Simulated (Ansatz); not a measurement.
**C₄H₃F₅O₂: a ladder of functionals and wavefunction methods**

How much do the methods differ for C₄H₃F₅O₂? The plan is to run it at one geometry with functionals of several rungs and with coupled cluster. The yardstick is the atomisation energy at the CCSD(T) limit.

Method: functionals in def2-TZVPP, the program's frozen cores in correlated methods; program: Ansatz 0.2.0, Gaussian basis.

Plan: LDA (SPW92), PBE-D4, revPBE-D4, BLYP-D4, r2SCAN-D4, B97M-V, PBE0-D4, B3LYP-D4, r2SCANh-D4, r2SCAN0-D4, HSE06-D4, BHLYP-D4, CAM-B3LYP-D4, LC-ωPBE, ωB97X-V, ωB97M-V, B2PLYP, PBE-QIDH; CCSD(T)/def2-SVP; CCSD(T)/def2-TZVPP; MP2/def2-QZVPP; extrapolation to the limit; RPA on PBE.

### 1 Structure used throughout

The geometry comes from an earlier relaxation with PBE0-D4 in a triple-zeta def2 set; it is a stationary point, not always the lowest conformer.

SMILES `COC(=O)C(F)(F)C(F)(F)F`, 14 atoms, charge 0, spin multiplicity 1.

Atoms are counted from 1 here; the program's logs count them from 0.

Bond lengths: C1–O2 1.431 Å, C1–H12 1.086 Å, C1–H13 1.090 Å, C1–H14 1.090 Å, O2–C3 1.320 Å, C3–O4 1.193 Å, C3–C5 1.545 Å, C5–F6 1.343 Å, C5–F7 1.335 Å, C5–C8 1.549 Å, C8–F9 1.325 Å, C8–F10 1.329 Å, C8–F11 1.327 Å. Angles: O2–C1–H12 105.6°, O2–C1–H13 110.1°, O2–C1–H14 110.1°, H12–C1–H13 110.8°, H12–C1–H14 110.8°, H13–C1–H14 109.3°, C1–O2–C3 115.2°, O2–C3–O4 127.0°, O2–C3–C5 110.4°, O4–C3–C5 122.6°, C3–C5–F6 110.6°, C3–C5–F7 108.8°, C3–C5–C8 112.7°, F6–C5–F7 108.9°, F6–C5–C8 108.0°, F7–C5–C8 107.7°, C5–C8–F9 110.0°, C5–C8–F10 109.7° and more.

### 2 LDA

This LDA is Slater exchange with PW92 correlation.

in.yaml

```yaml
crystal:
  periodic: [false, false, false]
  atoms:
    - {symbol: C, position_ang: [0.402216, -2.373342, 0.319076]}
    - {symbol: O, position_ang: [-0.278705, -1.126671, 0.149939]}
    - {symbol: C, position_ang: [0.346807, -0.241612, -0.602724]}
    - {symbol: O, position_ang: [1.398884, -0.378581, -1.148094]}
    - {symbol: C, position_ang: [-0.472216, 1.065642, -0.689405]}
    - {symbol: F, position_ang: [-1.773765, 0.796637, -0.885758]}
    - {symbol: F, position_ang: [-0.021089, 1.788407, -1.717012]}
    - {symbol: C, position_ang: [-0.350377, 1.933947, 0.587110]}
    - {symbol: F, position_ang: [-0.968116, 3.092489, 0.408400]}
    - {symbol: F, position_ang: [0.931869, 2.165560, 0.851182]}
    - {symbol: F, position_ang: [-0.894349, 1.316967, 1.628599]}
    - {symbol: H, position_ang: [-0.235691, -2.969550, 0.965655]}
    - {symbol: H, position_ang: [1.376675, -2.209375, 0.779726]}
    - {symbol: H, position_ang: [0.537839, -2.860521, -0.646692]}
basis:
  gaussian: {orbitals: def2-TZVPP}
hamiltonian: {xc: lda}
output: {orbitals: {seedname: orbitals}}
```

Run with:

```sh
$ ansatz run in.yaml --threads 4 --pin off --events-out ev --progress --plain --max-ram 63488MiB --backend cuda --devices 0, --max-vram 37GiB
```

After this run come: PBE-D4 (GGA); revPBE-D4 (GGA); BLYP-D4 (GGA); r2SCAN-D4 (meta-GGA); B97M-V (meta-GGA); PBE0-D4 (hybrid); B3LYP-D4 (hybrid); r2SCANh-D4 (hybrid); r2SCAN0-D4 (hybrid); HSE06-D4 (hybrid); BHLYP-D4 (hybrid); CAM-B3LYP-D4 (range-separated); LC-ωPBE (range-separated); ωB97X-V (range-separated); ωB97M-V (range-separated); B2PLYP (double hybrid); PBE-QIDH (double hybrid); CCSD(T) in def2-SVP; CCSD(T) in def2-TZVPP; MP2 in def2-QZVPP; RPA on PBE orbitals.

Before running them: what should the planned runs give, taken together? Wanted: atomisation energy, CCSD(T)/CBS; farthest beyond LDA; mean size of error, GGA; mean size of error, meta-GGA; mean size of error, hybrid; mean size of error, range-separated; mean size of error, double hybrid; gap, smallest and largest; T1 diagnostic.

**Answer**, as computed:

```
                               quantity                                      value
        atomisation energy, CCSD(T)/CBS                            1431.9 kcal/mol
functionals within 7.2 kcal/mol (0.5 %)     B97M-V, B3LYP-D4, r2SCANh-D4, PBE-QIDH
                    farthest beyond LDA                  BHLYP-D4 (-86.7 kcal/mol)
                mean size of error, GGA                              35.7 kcal/mol
           mean size of error, meta-GGA                              10.6 kcal/mol
             mean size of error, hybrid                              26.8 kcal/mol
    mean size of error, range-separated                              12.3 kcal/mol
      mean size of error, double hybrid                              10.4 kcal/mol
              gap, smallest and largest  5.06 eV (LDA (SPW92)), 13.25 eV (LC-ωPBE)
                          T1 diagnostic                                     0.0136
triples share of the correlation energy                                      3.5 %
```

What this shows: The LDA atomisation energy is off by 318.0 kcal/mol (22 %): it overbinds. PBE-D4 misses by +76.3 kcal/mol. Double hybrids carry the basis error of their MP2 part in triple zeta, and no dispersion term here, so their miss is partly the set-up's. By mean error the best rung here is double hybrid (10.4 kcal/mol) and the worst beyond LDA is GGA (35.7 kcal/mol). The gap between the best rungs is small, so their order is not settled. The reference freezes the cores and leaves out relativity and excitations past (T), so misses under about 7.2 kcal/mol can't be ranked. Hartree-Fock recovers 67 % of the binding; the rest is correlation. CCSD(T) in def2-SVP is off by -64.1 kcal/mol, which most functionals beat. Orbital gaps span 5.1 to 13.3 eV; exact exchange widens them.
